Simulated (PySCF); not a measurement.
**C₄H₁₂Si₃: a tour of settings**

Which settings matter for C₄H₁₂Si₃ (`C[C@H]([SiH3])[SiH2]C#C[SiH3]`)?

The runs use PySCF 2.14.0, with density-fitted response routines of our own; the level of theory stands in each step. All values are computed, except where a source is named. Atoms are numbered from 0 throughout.

### Step 1. Starting geometry

19 atoms, charge 0, multiplicity 1; geometry from: GFN2-xTB.

Bonds of the start (Å): C0–C1 1.53, C1–Si2 1.91, C1–Si3 1.91, Si3–C4 1.85, C4–C5 1.21, C5–Si6 1.85, C0–H7 1.09, C0–H8 1.09, C0–H9 1.09, C1–H10 1.10, Si2–H11 1.47, Si2–H12 1.47, Si2–H13 1.46, Si3–H14 1.47, Si3–H15 1.47, Si6–H16 1.47, Si6–H17 1.47, Si6–H18 1.47.

### Step 2. Nuclear shieldings: PBE0/3-21G

The job: settings as JSON, then the geometry in Å.

```
{"job": {"kind": "nmr", "xc": "PBE0", "basis": "3-21G", "pop": false, "scf": {"aux": "def2-qzvpp-jkfit", "conv": 1e-07}}, "charge": 0, "multiplicity": 1}
C     -2.909962    -0.789135     0.168343
C     -1.500741    -0.219551     0.332400
Si    -1.370350     1.512434    -0.452246
Si    -0.189119    -1.442266    -0.324452
C      1.470138    -0.702123     0.023088
C      2.534723    -0.180738     0.271333
Si     4.140936     0.651055     0.650741
H     -3.004446    -1.758709     0.657491
H     -3.654436    -0.121745     0.601929
H     -3.153358    -0.920009    -0.884845
H     -1.313502    -0.100519     1.405799
H     -2.391224     2.385915     0.139290
H     -1.619185     1.413268    -1.893298
H     -0.042433     2.074112    -0.210514
H     -0.292847    -2.730698     0.378813
H     -0.338882    -1.648315    -1.771440
H      3.943803     2.099177     0.534216
H      4.535879     0.297153     2.017540
H      5.145204     0.189943    -0.311765
```

Level: GIAO PBE0/3-21G NMR shielding, non-relativistic, gas phase.

The run is started by

```bash
$ OMP_NUM_THREADS=1 python probes_run.py task.json out
```

One launch serves the whole session: the jobs run in the order shown.

The log of the run:

```text
final grid: 145080 points
cycle   1  E = -1021.9805249050  dE = -3.215e-01  |g| = 3.579e-01  |ddm| = 4.095e+00
cycle   2  E = -1021.9787695919  dE =  1.755e-03  |g| = 3.653e-01  |ddm| = 9.306e-01
cycle   3  E = -1022.0167046588  dE = -3.794e-02  |g| = 4.887e-02  |ddm| = 4.672e-01
cycle   4  E = -1022.0169873827  dE = -2.827e-04  |g| = 3.860e-02  |ddm| = 8.775e-02
cycle   5  E = -1022.0173356314  dE = -3.482e-04  |g| = 1.305e-02  |ddm| = 4.195e-02
cycle   6  E = -1022.0173806301  dE = -4.500e-05  |g| = 1.327e-03  |ddm| = 1.390e-02
cycle   7  E = -1022.0173811552  dE = -5.251e-07  |g| = 1.819e-04  |ddm| = 1.907e-03
cycle   8  E = -1022.0173811670  dE = -1.178e-08  |g| = 2.810e-05  |ddm| = 2.987e-04
converged SCF energy = -1022.0173811670

GIAO shielding tensors (ppm)
atom      isotropic    diamagn.    paramagn.     s11        s22        s33       span
  0 C      193.522     244.323     -50.801    182.184    186.653    211.729     29.545
  1 C      210.401     249.432     -39.031    199.361    206.524    225.317     25.956
  2 Si     520.193     877.956    -357.763    497.807    499.530    563.242     65.435
  3 Si     543.242     880.296    -337.053    500.084    542.562    587.081     86.997
  4 C      106.681     277.805    -171.124     23.523     30.200    266.320    242.798
  5 C      111.274     278.400    -167.126     34.084     37.059    262.680    228.596
  6 Si     556.193     883.566    -327.373    545.021    561.602    561.958     16.937
  7 H       31.647      29.855       1.792     25.585     29.646     39.711     14.126
  8 H       31.559      30.689       0.870     25.690     29.394     39.593     13.903
  9 H       32.040      29.673       2.368     27.639     29.676     38.806     11.167
 10 H       32.639      33.329      -0.690     27.785     30.187     39.944     12.158
 11 H       29.202      31.530      -2.328     25.387     26.902     35.317      9.930
 12 H       29.371      31.228      -1.857     26.093     27.411     34.609      8.516
 13 H       28.947      32.675      -3.728     23.793     28.800     34.250     10.457
 14 H       28.492      29.871      -1.378     24.131     27.027     34.319     10.188
 15 H       28.693      29.909      -1.215     25.255     27.023     33.802      8.547
 16 H       28.799      29.179      -0.381     24.675     27.955     33.766      9.091
 17 H       28.846      28.512       0.333     24.911     27.316     34.310      9.399
 18 H       28.850      28.125       0.725     24.907     27.226     34.417      9.510
```

It took 9.9 s on 1 thread of Arm Neoverse V1, shared host; peak memory 0.59 GiB.

Shifts follow as δ = σ(reference) − σ, with reference shieldings (ppm) from runs at the same level and on the same kind of geometry: ¹H TMS 33.27, ¹³C TMS 209.5, ²⁹Si TMS 494.6. The references are single molecules in the gas phase. Atoms listed in one row are averaged.

```
        atoms                           environment  σ (ppm)  δ (ppm)
           C4                         alkyne carbon    106.7    102.8
           C5                         alkyne carbon    111.3     98.2
           C0                         methyl carbon    193.5     16.0
           C1                 sp3 CH bonded to 2 Si    210.4     -0.9
          H14   hydrogen on a silicon bonded to 2 C    28.49     4.78
          H15   hydrogen on a silicon bonded to 2 C    28.69     4.58
H16, H17, H18     hydrogen on a silicon bonded to C    28.83     4.44
H11, H12, H13     hydrogen on a silicon bonded to C    29.17     4.10
   H7, H8, H9           hydrogen on a methyl carbon    31.75     1.52
          H10  hydrogen on an sp3 CH bonded to 2 Si    32.64     0.63
          Si2              silicon bonded to C, 3 H    520.2    -25.6
          Si3            silicon bonded to 2 C, 2 H    543.2    -48.7
          Si6              silicon bonded to C, 3 H    556.2    -61.6
```

### Step 3. TDDFT and polarisability: HCTH407/def2-SVPD

The job, as its differences from that of step 2:

```diff
@@ -1,2 +1,2 @@
-{"job": {"kind": "nmr", "xc": "PBE0", "basis": "3-21G", "pop": false, "scf": {"aux": "def2-qzvpp-jkfit", "conv": 1e-07}}, "charge": 0, "multiplicity": 1}
+{"job": {"kind": "uv", "xc": "HCTH407", "basis": "def2-SVPD", "nstates": 6, "ntriplets": 2, "tda": false, "scf": {"guess": "atom", "damp": 0.3}}, "charge": 0, "multiplicity": 1}
 C     -2.909962    -0.789135     0.168343
```

With the program's defaults for keys left out, this is: TDDFT HCTH407/def2-SVPD, vertical, gas phase, core orbitals frozen in the response.

The log of the run:

```text
damping 0.30 in the first 6 cycles
final grid: 145080 points
cycle   1  E = -1027.2850566651  dE =  1.222e+00  |g| = 1.290e+00  |ddm| = 9.150e+00
cycle   2  E = -1027.4511222849  dE = -1.661e-01  |g| = 1.040e+00  |ddm| = 3.529e+00
cycle   3  E = -1027.5093481665  dE = -5.823e-02  |g| = 9.699e-01  |ddm| = 3.119e+00
cycle   4  E = -1027.4785978870  dE =  3.075e-02  |g| = 9.928e-01  |ddm| = 2.888e+00
cycle   5  E = -1027.3510977870  dE =  1.275e-01  |g| = 1.239e+00  |ddm| = 3.082e+00
cycle   6  E = -1023.3388269531  dE =  4.012e+00  |g| = 3.287e+00  |ddm| = 1.645e+01
cycle   7  E = -985.7365055045  dE =  3.760e+01  |g| = 9.229e+00  |ddm| = 2.727e+01
cycle   8  E = -1026.1012417648  dE = -4.036e+01  |g| = 2.346e+00  |ddm| = 2.241e+01
cycle   9  E = -1027.2217014934  dE = -1.120e+00  |g| = 1.339e+00  |ddm| = 9.577e+00
cycle  10  E = -1027.6580731071  dE = -4.364e-01  |g| = 6.129e-01  |ddm| = 2.845e+00
cycle  11  E = -1027.7623815291  dE = -1.043e-01  |g| = 2.641e-01  |ddm| = 1.411e+00
cycle  12  E = -1027.7819280600  dE = -1.955e-02  |g| = 7.210e-02  |ddm| = 5.521e-01
cycle  13  E = -1027.7834245440  dE = -1.496e-03  |g| = 2.406e-02  |ddm| = 1.713e-01
cycle  14  E = -1027.7836013890  dE = -1.768e-04  |g| = 6.757e-03  |ddm| = 5.897e-02
cycle  15  E = -1027.7836148933  dE = -1.350e-05  |g| = 1.862e-03  |ddm| = 1.435e-02
cycle  16  E = -1027.7836159306  dE = -1.037e-06  |g| = 4.081e-04  |ddm| = 3.900e-03
cycle  17  E = -1027.7836159816  dE = -5.102e-08  |g| = 8.038e-05  |ddm| = 1.367e-03
cycle  18  E = -1027.7836159835  dE = -1.867e-09  |g| = 3.617e-05  |ddm| = 2.086e-04
cycle  19  E = -1027.7836159838  dE = -3.524e-10  |g| = 1.119e-05  |ddm| = 8.450e-05
converged SCF energy = -1027.7836159838

Static polarisability (au): isotropic 134.395, principal 104.132 124.311 174.744

Singlet excitations
state   eV       nm        f      main configurations
  1   5.5190    224.6   0.00245   H->L+1 0.88, H-1->L 0.12
  2   5.6325    220.1   0.03151   H->L 0.70, H-1->L+1 0.28
  3   5.6824    218.2   0.00425   H-1->L 0.88, H->L+1 0.12
  4   6.0272    205.7   0.04695   H-2->L 0.76, H-1->L+1 0.20
  5   6.0948    203.4   0.00432   H-2->L+1 0.99
  6   6.2956    196.9   0.01600   H->L+2 0.95

Triplet excitations (Tamm-Dancoff, eV): 4.5672 5.0807
```

Wall time 78 s (1 thread of Arm Neoverse V1, shared host); peak memory 0.75 GiB.

The orbitals next to the gap, with their largest atomic shares:

```
orbital     eV                        atoms
 HOMO−3  -7.96   C1 22 %, Si2 17 %, Si3 9 %
 HOMO−2  -7.46   C1 25 %, Si2 15 %, C4 13 %
 HOMO−1  -7.06    C5 37 %, C4 37 %, Si3 7 %
   HOMO  -6.90    C5 27 %, C4 25 %, C1 14 %
   LUMO  -1.45   C4 26 %, C5 26 %, Si3 13 %
 LUMO+1  -1.41   C5 28 %, C4 28 %, Si6 14 %
 LUMO+2  -0.62  Si2 16 %, Si6 12 %, Si3 9 %
```

With each of the 6 states as a Gaussian band of 0.4 eV half-width at 1/e, the curve within the window shown has maxima at 208 nm (ε 3,100) L/(mol cm). Beyond the last state computed it falls off for lack of states. The curve at chosen wavelengths:

| nm | ε (L/mol/cm) |
| --- | --- |
| 188 | 663 |
| 191 | 1083 |
| 193 | 1412 |
| 196 | 1933 |
| 198 | 2266 |
| 201 | 2689 |
| 203 | 2896 |
| 206 | 3077 |
| 208 | 3113 |
| 211 | 3056 |
| 214 | 2892 |
| 216 | 2739 |
| 219 | 2460 |
| 221 | 2250 |
| 224 | 1914 |
| 226 | 1685 |
| 229 | 1348 |
| 232 | 1037 |
| 234 | 852 |
| 237 | 614 |
| 239 | 483 |
| 242 | 327 |
| 244 | 247 |
| 247 | 158 |
| 249 | 115 |
| 252 | 70 |

Ground-state properties from the same run:

```
           property  computed
  dipole moment (D)      0.75
polarisability (Å³)     19.92
 HOMO–LUMO gap (eV)      5.44
      −ε(HOMO) (eV)      6.90
```

### Step 4. TDDFT and polarisability: BHandHLYP/6-31G*

The job, as its differences from that of step 3:

```diff
@@ -1,2 +1,2 @@
-{"job": {"kind": "uv", "xc": "HCTH407", "basis": "def2-SVPD", "nstates": 6, "ntriplets": 2, "tda": false, "scf": {"guess": "atom", "damp": 0.3}}, "charge": 0, "multiplicity": 1}
+{"job": {"kind": "uv", "xc": "BHandHLYP", "basis": "6-31G*", "nstates": 12, "ntriplets": 2, "tda": false, "grid": 1}, "charge": 0, "multiplicity": 1}
 C     -2.909962    -0.789135     0.168343
```

Method: TDDFT BHandHLYP/6-31G*, vertical, gas phase, core orbitals frozen in the response.

The log of the run:

```text
final grid: 69624 points
cycle   1  E = -1027.8594619582  dE =  3.340e-01  |g| = 3.834e-01  |ddm| = 3.778e+00
cycle   2  E = -1027.8872477940  dE = -2.779e-02  |g| = 2.588e-01  |ddm| = 7.599e-01
cycle   3  E = -1027.9065654770  dE = -1.932e-02  |g| = 4.758e-02  |ddm| = 3.034e-01
cycle   4  E = -1027.9071246611  dE = -5.592e-04  |g| = 2.204e-02  |ddm| = 7.327e-02
cycle   5  E = -1027.9072484364  dE = -1.238e-04  |g| = 6.391e-03  |ddm| = 2.415e-02
cycle   6  E = -1027.9072581733  dE = -9.737e-06  |g| = 2.157e-03  |ddm| = 6.237e-03
cycle   7  E = -1027.9072594151  dE = -1.242e-06  |g| = 2.323e-04  |ddm| = 1.901e-03
cycle   8  E = -1027.9072594384  dE = -2.331e-08  |g| = 3.831e-05  |ddm| = 4.205e-04
cycle   9  E = -1027.9072594395  dE = -1.021e-09  |g| = 1.175e-05  |ddm| = 9.128e-05
cycle  10  E = -1027.9072594396  dE = -1.423e-10  |g| = 5.045e-06  |ddm| = 2.833e-05
converged SCF energy = -1027.9072594396

Static polarisability (au): isotropic 103.409, principal 79.955 93.968 136.303

Singlet excitations
state   eV       nm        f      main configurations
  1   5.6063    221.2   0.00002   H-1->L 0.44, H->L+1 0.39
  2   5.8906    210.5   0.00246   H-1->L+1 0.27, H->L 0.26, H->L+1 0.16
  3   5.8915    210.4   0.00354   H-1->L 0.29, H->L+1 0.24, H-1->L+1 0.16
  4   7.7340    160.3   0.47468   H->L 0.38, H-2->L 0.32, H-1->L+1 0.12
  5   8.1755    151.7   0.01411   H-2->L+1 0.60, H->L+1 0.13
  6   8.2786    149.8   0.00485   H->L+3 0.60, H->L+2 0.26
  7   8.3269    148.9   0.00271   H-1->L+3 0.43, H-1->L+2 0.19, H->L+2 0.12
  8   8.3391    148.7   0.05509   H-1->L+3 0.31, H-2->L 0.19, H->L+2 0.12
  9   8.4328    147.0   0.65245   H-1->L+1 0.20, H-2->L 0.14, H-1->L+2 0.11
 10   8.6012    144.1   0.23475   H-1->L+2 0.39, H-1->L+3 0.15, H-1->L+4 0.14
 11   8.7600    141.5   0.19387   H->L+4 0.28, H-3->L 0.24, H-2->L+2 0.12
 12   8.8677    139.8   0.04434   H-3->L 0.38, H->L+4 0.18

Triplet excitations (Tamm-Dancoff, eV): 4.5808 5.0684
```

It took 22 s on 1 thread of Arm Neoverse V1, shared host; peak memory 0.71 GiB.

Key values: HOMO -8.67 eV, LUMO 0.88 eV; lowest singlet 5.61 eV.

### Step 5. Shielding tensors: PBE0/pcSseg-1

The job, as its differences from that of step 4:

```diff
@@ -1,2 +1,2 @@
-{"job": {"kind": "uv", "xc": "BHandHLYP", "basis": "6-31G*", "nstates": 12, "ntriplets": 2, "tda": false, "grid": 1}, "charge": 0, "multiplicity": 1}
+{"job": {"kind": "nmr", "xc": "PBE0", "basis": "pcSseg-1", "pop": true, "grid": 1, "scf": {"level_shift": 0.3}}, "charge": 0, "multiplicity": 1}
 C     -2.909962    -0.789135     0.168343
```

Method: GIAO PBE0/pcSseg-1 NMR shielding, non-relativistic, gas phase.

The log of the run:

```text
final grid: 69624 points
cycle   1  E = -1027.3963201406  dE =  2.411e-01  |g| = 3.902e-01  |ddm| = 3.838e+00
cycle   2  E = -1027.4399016386  dE = -4.358e-02  |g| = 1.665e-01  |ddm| = 5.981e-01
cycle   3  E = -1027.4467053326  dE = -6.804e-03  |g| = 2.910e-02  |ddm| = 2.237e-01
cycle   4  E = -1027.4471307978  dE = -4.255e-04  |g| = 1.227e-02  |ddm| = 7.346e-02
cycle   5  E = -1027.4471996692  dE = -6.887e-05  |g| = 5.797e-03  |ddm| = 2.945e-02
cycle   6  E = -1027.4472143694  dE = -1.470e-05  |g| = 1.885e-03  |ddm| = 1.251e-02
cycle   7  E = -1027.4472166140  dE = -2.245e-06  |g| = 1.078e-03  |ddm| = 5.405e-03
cycle   8  E = -1027.4472172418  dE = -6.278e-07  |g| = 3.437e-04  |ddm| = 2.387e-03
cycle   9  E = -1027.4472173510  dE = -1.092e-07  |g| = 1.445e-04  |ddm| = 1.051e-03
cycle  10  E = -1027.4472173734  dE = -2.243e-08  |g| = 6.345e-05  |ddm| = 4.555e-04
cycle  11  E = -1027.4472173783  dE = -4.861e-09  |g| = 3.140e-05  |ddm| = 2.028e-04
cycle  12  E = -1027.4472173794  dE = -1.161e-09  |g| = 1.623e-05  |ddm| = 9.282e-05
cycle  13  E = -1027.4472173797  dE = -2.944e-10  |g| = 8.135e-06  |ddm| = 4.363e-05
level shift removed, Fock matrix diagonalised once more
converged SCF energy = -1027.4472173797

GIAO shielding tensors (ppm)
atom      isotropic    diamagn.    paramagn.     s11        s22        s33       span
  0 C      172.626     244.622     -71.996    162.518    165.678    189.683     27.165
  1 C      185.062     257.789     -72.727    172.026    185.821    197.339     25.313
  2 Si     413.098     882.369    -469.271    377.090    390.752    471.451     94.361
  3 Si     410.301     883.290    -472.988    376.917    392.768    461.220     84.303
  4 C       67.962     265.503    -197.541    -34.591    -25.502    263.980    298.571
  5 C       72.290     265.648    -193.358    -21.284    -17.931    256.086    277.370
  6 Si     448.875     882.280    -433.405    442.328    442.629    461.669     19.341
  7 H       30.314      28.481       1.833     24.874     28.284     37.784     12.911
  8 H       30.239      28.245       1.994     25.019     27.980     37.718     12.699
  9 H       30.802      29.045       1.757     26.644     28.641     37.121     10.477
 10 H       31.202      35.167      -3.965     26.692     29.402     37.512     10.821
 11 H       27.771      30.795      -3.024     24.385     25.525     33.404      9.018
 12 H       27.965      31.119      -3.154     25.046     26.009     32.841      7.796
 13 H       27.368      32.226      -4.858     22.886     27.096     32.123      9.237
 14 H       27.194      30.011      -2.817     23.397     25.793     32.392      8.996
 15 H       27.438      30.666      -3.227     24.347     25.939     32.030      7.683
 16 H       27.444      29.816      -2.371     23.782     26.473     32.078      8.296
 17 H       27.497      28.682      -1.185     23.984     25.937     32.570      8.586
 18 H       27.497      28.137      -0.640     23.962     25.831     32.697      8.734
```

Run time: 26 s. Hardware: 1 thread of Arm Neoverse V1, shared host; peak memory 0.87 GiB.

Key values: δ C4 119.0, C5 114.6, C0 14.3, C1 1.9, H14 4.52, H15 4.28 ppm.

### Step 6. Ultraviolet spectrum: WP04/def2-SVPD in chloroform

The job, as its differences from that of step 5:

```diff
@@ -1,2 +1,2 @@
-{"job": {"kind": "nmr", "xc": "PBE0", "basis": "pcSseg-1", "pop": true, "grid": 1, "scf": {"level_shift": 0.3}}, "charge": 0, "multiplicity": 1}
+{"job": {"kind": "uv", "xc": "WP04", "basis": "def2-SVPD", "solvent": "chloroform", "nstates": 6, "ntriplets": 0, "tda": true, "scf": {"conv": 1e-06}}, "charge": 0, "multiplicity": 1}
 C     -2.909962    -0.789135     0.168343
```

Level: TDA WP04/def2-SVPD, vertical, IEF-PCM chloroform (non-equilibrium linear response), core orbitals frozen in the response.

The log of the run:

```text
final grid: 145080 points
cycle   1  E = -1041.5335292810  dE =  1.185e-01  |g| = 6.553e-01  |ddm| = 9.425e+00
cycle   2  E = -1041.4456719396  dE =  8.786e-02  |g| = 8.434e-01  |ddm| = 2.884e+00
cycle   3  E = -1041.6541027008  dE = -2.084e-01  |g| = 8.215e-02  |ddm| = 1.422e+00
cycle   4  E = -1041.6552547737  dE = -1.152e-03  |g| = 5.578e-02  |ddm| = 2.548e-01
cycle   5  E = -1041.6559620153  dE = -7.072e-04  |g| = 2.451e-02  |ddm| = 9.507e-02
cycle   6  E = -1041.6561066717  dE = -1.447e-04  |g| = 7.155e-03  |ddm| = 4.082e-02
cycle   7  E = -1041.6561209033  dE = -1.423e-05  |g| = 3.384e-04  |ddm| = 1.330e-02
cycle   8  E = -1041.6561209386  dE = -3.531e-08  |g| = 9.254e-05  |ddm| = 1.941e-03
converged SCF energy = -1041.6561209386

Static polarisability (au): isotropic 149.311, principal 120.396 139.336 188.202

Singlet excitations
state   eV       nm        f      main configurations
  1   5.7563    215.4   0.00174   H->L+1 0.63, H->L 0.27
  2   5.8123    213.3   0.01064   H->L 0.32, H-1->L+1 0.29, H->L+1 0.18
  3   5.8509    211.9   0.00084   H-1->L 0.70, H-1->L+1 0.28
  4   6.6001    187.9   0.11693   H-2->L 0.66, H->L 0.19
  5   6.6498    186.4   0.02725   H-2->L+1 0.81, H-2->L 0.09, H->L+1 0.09
  6   7.3015    169.8   0.27875   H-3->L 0.62, H-3->L+1 0.17
```

Run time: 36 s. Hardware: 1 thread of Arm Neoverse V1, shared host; peak memory 1.2 GiB.

This run: HOMO -8.91 eV, LUMO -2.31 eV; lowest singlet 5.76 eV.

### Step 7. Run by run: NMR shifts

Shifts (ppm) of some atoms, chosen among heavy atoms and hydrogens apart, means over like atoms, with basis size and wall time:

```
          run     C4     C5   H15    H7    Si2    Si3    Si6  functions   time
   PBE0/3-21G  102.8   98.2  4.58  1.52  -25.6  -48.7  -61.6         99  9.9 s
PBE0/pcSseg-1  119.0  114.6  4.28  1.27  -63.9  -61.1  -99.7        200   26 s
```

### Step 8. Side by side: electronic excitations

Excitations and ground-state properties, with basis size and wall time:

```
                         run  lowest singlet (eV)  brightest (eV)      f  gap (eV)  α (Å³)  μ (D)  functions  time
           HCTH407/def2-SVPD                 5.52            6.03  0.047      5.44   19.92   0.75        248  78 s
            BHandHLYP/6-31G*                 5.61            8.43  0.652      9.55   15.32   0.64        134  22 s
WP04/def2-SVPD in chloroform                 5.76            7.30  0.279      6.60   22.13   0.85        248  36 s
```

### Step 9. Results

| quantity | value |
| --- | --- |
| ¹³C shifts against TMS (PBE0/3-21G) | 102.8, 98.2, 16.0, -0.9 ppm |
| ¹H shifts against TMS (PBE0/3-21G, means over atoms taken as alike) | 4.78, 4.58, 4.44, 4.10, 1.52, 0.63 ppm |
| ²⁹Si shifts against TMS (PBE0/3-21G) | -25.6, -48.7, -61.6 ppm |
| lowest singlet (HCTH407/def2-SVPD) | 5.52 eV (225 nm), f = 0.002 |
| brightest single state of those computed | state 4, 6.03 eV, f = 0.047 |
| lowest triplet | 4.57 eV |
| range of the shift of Si2 | -63.9 to -25.6 ppm |
| range of the lowest singlet | 5.52 to 5.76 eV |

In words: Single values in the summary come from the first run of each kind that ended normally (PBE0/3-21G; HCTH407/def2-SVPD), which need not be the best level. At PBE0/3-21G: The widest tensor belongs to C4: span 243 ppm, with a paramagnetic part of -171 ppm. The lowest singlet, at 5.52 eV, is HOMO→LUMO+1 0.88, HOMO−1→LUMO 0.12 and is weak; of the 6 states computed, the strongest absorption comes from state 4 at 6.03 eV. The lowest triplet lies 0.95 eV below the lowest singlet (triplets in Tamm-Dancoff, singlets in full TDDFT). In ppm, Si2 moves most: its shift spreads over 38.3 ppm, from -63.9 (PBE0/pcSseg-1) to -25.6 (PBE0/3-21G). The lowest singlet runs from 5.52 eV (HCTH407/def2-SVPD) to 5.76 eV (WP04/def2-SVPD in chloroform), while the orbital gap spans 5.44 to 9.55 eV. The lowest state need not be the same one in every run. The runs solved for a few states only, so the brightest column depends on that window.
